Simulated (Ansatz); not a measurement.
# GaH5O: the cost of one run

All numbers are computed with Ansatz 0.2.0 through its Python package. Level of theory: B3LYP/def2-SVP.

## 1. The structure

Bond lengths: O1–Ga2 1.857 Å, O1–H3 0.960 Å, O1–H4 0.992 Å, Ga2–H5 1.626 Å, Ga2–H6 1.618 Å, Ga2–H7 1.640 Å. Angles: O1–Ga2–H5 109.4°, O1–Ga2–H6 111.6°, O1–Ga2–H7 107.8°, H5–Ga2–H6 109.5°, H5–Ga2–H7 109.0°, H6–Ga2–H7 109.5°, Ga2–O1–H3 103.8°, Ga2–O1–H4 102.5°, H3–O1–H4 111.7°.

No structure file is read: the coordinates are typed or built in the script.

## 2. The script

run_scan.py

```python
'''Stretching a bond of GaH5O, the rest held rigid.'''

import ansatz as az
import numpy as np

GEOMETRY = '''
O    -0.40730   -1.17630   -0.08640
Ga    0.02750    0.62930   -0.08630
H    -0.52180   -1.38460    0.84420
H     0.41200   -1.59430   -0.45730
H     0.25830    1.12990   -1.61560
H    -1.13290    1.52040    0.60400
H     1.42540    0.80760    0.75160
'''

gah5o = az.Crystal.molecule()
for line in GEOMETRY.strip().splitlines():
    symbol, *xyz = line.split()
    gah5o = gah5o.atom(symbol, [float(v) for v in xyz])

symbols = [site.symbol for site in gah5o.cartesian_sites]
start = np.array([site.position_ang for site in gah5o.cartesian_sites])
axis = (start[6] - start[1]) / np.linalg.norm(start[6] - start[1])
moving = [6]
lengths, energies = [1.443, 1.508, 1.574, 1.64, 1.705, 1.771, 1.836, 1.935], []
for length in lengths:
    xyz = start.copy()
    xyz[moving] += (length - np.linalg.norm(start[6] - start[1])) * axis
    point = az.Crystal.molecule()
    for symbol, place in zip(symbols, xyz):
        point = point.atom(symbol, place.tolist())
    base = (
        point.calculation()
        .basis(gaussian='def2-SVP')
        .functional('b3lyp')
    )
    r = base.run(threads=1, pin='off').report
    energies.append(r['free_energy_ev'])
    print(f'r = {length:6.3f} A  E = {energies[-1]:.5f} eV  <S^2> = {abs(r["mean_field"]["state"]["spin_squared"]):.3f}')

# quartic fit about the minimum
fit = np.polynomial.Polynomial.fit(lengths, np.array(energies) - min(energies), 4).convert()
roots = [r.real for r in fit.deriv().roots() if abs(r.imag) < 1e-9 and fit.deriv(2)(r.real) > 0]
r_e = min(roots, key=lambda r: abs(r - lengths[int(np.argmin(energies))]))
print(f'minimum of the fit at {r_e:.4f} A, force constant {fit.deriv(2)(r_e):.2f} eV/A^2')
```

## 3. The calls as engine input

The engine receives this input (first run):

```yaml
crystal:
  periodic: [false, false, false]
  atoms:
    - { symbol: O, position_ang: [-0.4073, -1.1763, -0.0864] }
    - { symbol: Ga, position_ang: [0.0275, 0.6293, -0.0863] }
    - { symbol: H, position_ang: [-0.5218, -1.3846, 0.8442] }
    - { symbol: H, position_ang: [0.412, -1.5943, -0.4573] }
    - { symbol: H, position_ang: [0.2583, 1.1299, -1.6156] }
    - { symbol: H, position_ang: [-1.1329, 1.5204, 0.604] }
    - { symbol: H, position_ang: [1.2578494331101233, 0.7862291822902461, 0.6511703412282512] }
basis:
  gaussian:
    orbitals: def2-SVP
hamiltonian:
  xc: b3lyp
```

## 4. Launch

The run is started by

```
> python run_scan.py
```

**Question.** How long does this script take on 1 thread of Arm Neoverse V2, shared host, and how much memory does it need?

About 12 s, with a peak of 0.2 GiB.
